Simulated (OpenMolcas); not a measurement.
# BClF2 (chlorodifluoroborane): levels of theory compared

We compute a comparison of 6 runs (HF/STO-3G, M06-L/aug-cc-pVDZ, SVWN5/aug-cc-pVDZ, TPSS/aug-cc-pVDZ, revPBE/aug-cc-pVDZ, MP2/aug-cc-pVDZ) of BClF2 (chlorodifluoroborane). 

The calculation is run with OpenMolcas 26.06.

1 further run of the same task is left out (set aside as unsound or not needed).

### 1 Starting point

BClF2 has 4 atoms, charge 0, and is taken as a singlet. SMILES: `FB(F)Cl`. Geometry: relaxed at PBE0-D4/def2-TZVP.

Bond lengths: F1–B2 1.310 Å, B2–F3 1.310 Å, B2–Cl4 1.740 Å. Angles: F1–B2–F3 119.0°, F1–B2–Cl4 120.5°, F3–B2–Cl4 120.5°.

### 2 Energy and forces at HF/STO-3G (run 1)

test.inp reads:

```
&GATEWAY
BasLib=$CurrDir
Coord
4
angstrom
F       -0.173700      -1.254300      -0.546300
B       -0.067100      -0.041300      -0.062000
F       -1.011600       0.830100      -0.317700
Cl       1.307900       0.405300       0.905700
Basis=STO-3G
Group=NoSym
&SEWARD
&SCF
Thresholds=1e-10 1e-07 1e-07 1e-05
PrOrbitals=0
&ALASKA
```

The basis set STO-3G is read from a file made from the Basis Set Exchange's data (not shown).

Command:

```sh
$ export MOLCAS_MEM=1860
$ pymolcas test.inp > test.log
```

Log:

```text
--- Start Module: gateway ---
[...]
--- Stop Module: gateway /rc=_RC_ALL_IS_WELL_ ---
[...]
      Basis functions           24
[...]
--- Start Module: scf ---
[...]
       Convergence after  11 Iterations
[...]
::    Total SCF energy                               -675.1921857546
[...]
      Total spin, S                                     0.0000000000
[...]
      Total electronic charge=   40.000000
      Total            charge=   -0.000000
[...]
      Dipole Moment (debye):
      Origin of the operator (angstrom)=    0.2677    0.0674    0.1736
                   X= -1.1076E+00               Y= -3.5913E-01               Z= -7.7904E-01           Total=  1.4009E+00
      Quadrupole Moment (debye*angstrom):
[...]
--- Stop Module: scf /rc=_RC_ALL_IS_WELL_ ---
--- Start Module: alaska ---
[...]
 *              Molecular gradients               *
 **************************************************
  Irreducible representation: a
 ------------------------------------------------------------------------------------------
                              X                       Y                       Z
 ------------------------------------------------------------------------------------------
  F1               -2.10110520663820E-03   -1.22366275033663E-02   -5.49844544221756E-03
  B2                4.06898573343104E-02    1.33805478244234E-02    2.87140585554799E-02
  F3               -1.01874852687054E-02    8.08116981612272E-03   -3.22221737857653E-03
  CL4              -2.84012668589675E-02   -9.22509013719264E-03   -1.99933957346872E-02
 ------------------------------------------------------------------------------------------
--- Stop Module: alaska /rc=_RC_ALL_IS_WELL_ ---
[...]
```

Wall time 1.9 s (1 thread of Intel Xeon Platinum 8375C at 2.90GHz (Ice Lake), shared host); peak memory 0.37 GiB.

### 3 Energy and gradient at M06-L/aug-cc-pVDZ (run 2)

struct.xyz reads:

```xyz
4

F     -0.173700    -1.254300    -0.546300
B     -0.067100    -0.041300    -0.062000
F     -1.011600     0.830100    -0.317700
Cl     1.307900     0.405300     0.905700
```

run.inp reads:

```
* BClF2 Kohn-Sham DFT

&gateway
  baslib = $CurrDir
  coord = struct.xyz
  basis = aug-cc-pVDZ
  group = NoSym

&seward
  gridinput
  Grid=UltraFine
  End of Grid

&scf
  ksdft = M06L
  thresholds = 1e-10 1e-07 1e-07 1e-05
  prorbitals = 1

&alaska
```

The basis set aug-cc-pVDZ is read from a file made from the Basis Set Exchange's data (not shown).

Command:

```sh
$ export MOLCAS_MEM=1860
$ pymolcas run.inp > run.log
```

Log:

```text
--- Start Module: gateway ---
[...]
--- Stop Module: gateway /rc=_RC_ALL_IS_WELL_ ---
[...]
      Basis functions           96
[...]
--- Start Module: scf ---
[...]
       Convergence after  14 Iterations
[...]
::    Total KS-DFT energy                            -684.8942380646
[...]
      Total spin, S                                     0.0000000000
[...]
      Total electronic charge=   40.000000
      Total            charge=   -0.000000
[...]
      Dipole Moment (debye):
      Origin of the operator (angstrom)=    0.2677    0.0674    0.1736
                   X=  1.0210E-01               Y=  3.3961E-02               Z=  7.2353E-02           Total=  1.2966E-01
      Quadrupole Moment (debye*angstrom):
[...]
--- Stop Module: scf /rc=_RC_ALL_IS_WELL_ ---
[...]
--- Start Module: alaska ---
[...]
 *              Molecular gradients               *
 **************************************************
  Irreducible representation: a
 ------------------------------------------------------------------------------------------
                              X                       Y                       Z
 ------------------------------------------------------------------------------------------
  F1                6.69565119209459E-04    1.31800262114048E-02    4.96744483788536E-03
  B2               -8.13175386002651E-03   -2.51312618174393E-03   -5.66410813093343E-03
  F3                9.99343688399534E-03   -9.84592501363935E-03    2.48219996472265E-03
  CL4              -2.53124814316763E-03   -8.20975016025294E-04   -1.78553667162795E-03
 ------------------------------------------------------------------------------------------
--- Stop Module: alaska /rc=_RC_ALL_IS_WELL_ ---
[...]
```

Run time: 33 s. Hardware: 1 thread of Intel Xeon Platinum 8375C at 2.90GHz (Ice Lake), shared host; peak memory 0.53 GiB.

Runs 3 to 5 aren't shown in full; the table further down has their settings and results.

### 4 The energy at MP2/aug-cc-pVDZ (run 6)

run.input reads:

```
&GATEWAY
  BasLib=$CurrDir
  Coord
  4
  bohr
  F     -0.32824543    -2.37028348    -1.03235738
  B     -0.12680062    -0.07804569    -0.11716302
  F     -1.91164695     1.56866166    -0.60036599
  Cl     2.47157280     0.76590600     1.71152495
  Basis=aug-cc-pVDZ
  Group=NoSym

&SEWARD

&SCF
  Thresholds=1e-10 1e-07 1e-07 1e-05
  PrOrbitals=1 1

&MBPT2
  Frozen=8
```

The basis set aug-cc-pVDZ is read from a file made from the Basis Set Exchange's data (not shown).

Command:

```sh
$ export MOLCAS_MEM=1860
$ pymolcas run.input > run.log
```

Log:

```text
--- Start Module: gateway ---
[...]
--- Stop Module: gateway /rc=_RC_ALL_IS_WELL_ ---
[...]
      Basis functions           96
[...]
--- Start Module: scf ---
[...]
       Convergence after  13 Iterations
[...]
::    Total SCF energy                               -683.2572600002
[...]
      Total spin, S                                     0.0000000000
[...]
      Total electronic charge=   40.000000
      Total            charge=   -0.000000
[...]
      Dipole Moment (debye):
      Origin of the operator (angstrom)=    0.2677    0.0674    0.1736
                   X=  1.9746E-01               Y=  6.4983E-02               Z=  1.3954E-01           Total=  2.5037E-01
      Quadrupole Moment (debye*angstrom):
[...]
--- Stop Module: scf /rc=_RC_ALL_IS_WELL_ ---
[...]
--- Start Module: mbpt2 ---
[...]
WARNING!
Default frozen orbitals as non valence orbitals is overwritten by user input.
Default values:   8
[...]
       Reference weight ( Cref**2 )         =        0.85608
::    Total MBPT2 energy                             -683.8846105329
[...]
      Total MBPT2 calculations                           0.36      0.41
--- Stop Module: mbpt2 /rc=_RC_ALL_IS_WELL_ ---
[...]
```

Run time: 9.6 s. Hardware: 1 thread of Intel Xeon Platinum 8375C at 2.90GHz (Ice Lake), shared host; peak memory 0.53 GiB.

### 5 The series

| run | level | integration grid | task | energy (Eh) | dipole moment (D) of the reference | HOMO energy (eV) | LUMO energy (eV) | wall time |
| --- | --- | --- | --- | --- | --- | --- | --- | --- |
| 1 | HF/STO-3G | – | gradient | -675.192186 | 1.40 | -11.35 | 7.47 | 1.9 s |
| 2 | M06-L/aug-cc-pVDZ | UltraFine | gradient | -684.894238 | 0.13 | -8.77 | -0.90 | 33 s |
| 3 | SVWN5/aug-cc-pVDZ | UltraFine | gradient | -681.907177 | 0.20 | -8.56 | -1.69 | 21 s |
| 4 | TPSS/aug-cc-pVDZ | UltraFine | gradient | -684.961779 | 0.14 | -8.51 | -1.21 | 33 s |
| 5 | revPBE/aug-cc-pVDZ | UltraFine | gradient | -684.761816 | 0.15 | -8.36 | -1.26 | 27 s |
| 6 | MP2/aug-cc-pVDZ | – | energy | -683.884611 | 0.25 | -13.52 | 1.28 | 9.6 s |

### 6 Summary of results

```
                                          quantity          value
                               run 6: total energy  -683.88461 Eh
         run 6: dipole moment (mean-field density)         0.25 D
        run 6: HOMO energy (Hartree–Fock orbitals)      -13.52 eV
        run 6: LUMO energy (Hartree–Fock orbitals)        1.28 eV
      run 6: HOMO–LUMO gap (Hartree–Fock orbitals)       14.79 eV
run 6: correlation energy (8 core orbitals frozen)     -627.4 mEh
```

**Reading.** Over runs 1, 2, 3, 4, 5 the dipole moment (its size) runs from 0.13 D (M06-L/aug-cc-pVDZ) to 1.40 D (HF/STO-3G). The two ends differ in method and basis. The two dipoles point in opposite directions. Over runs 1, 2, 3, 4, 5 the HOMO–LUMO gap runs from 6.87 eV (SVWN5/aug-cc-pVDZ) to 18.82 eV (HF/STO-3G). Totals of different functionals can't be ranked against each other. In run 1 the basis is minimal, so the values are rough. All runs together took 2.1 min, the longest 33 s.
